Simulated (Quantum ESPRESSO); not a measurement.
A Quantum ESPRESSO 7.5 run (rPW86PBE+rVV10) on a crystal of composition Al2Cl lists these optical modes at the zone centre:

```csv
symmetry,cm⁻¹,components,active in
T1u,145i,3,IR
T2g,54i,3,Raman
```

Task: How many atoms does the primitive cell hold, does the crystal have a centre of inversion, and what is its point group?

Result: 6 optical and 3 acoustic modes make 3 atoms. The labels g and u show a centre of inversion, so no mode is both infrared and Raman active. The point group is m-3m (space group Fm-3m, No. 225).

The cell:

```yaml
crystal:
  lattice:
    - [0.00000, 3.56022, 3.56022]
    - [3.56022, 0.00000, 3.56022]
    - [3.56022, 3.56022, 0.00000]
  atoms:
    - { symbol: Al, position: [0.25000, 0.25000, 0.25000] }
    - { symbol: Al, position: [0.75000, 0.75000, 0.75000] }
    - { symbol: Cl, position: [0.00000, 0.00000, 0.00000] }
```

Caveat: some modes are imaginary; an odd number of electrons without spin polarisation forces a metal; a magnetic or distorted state may lie lower.
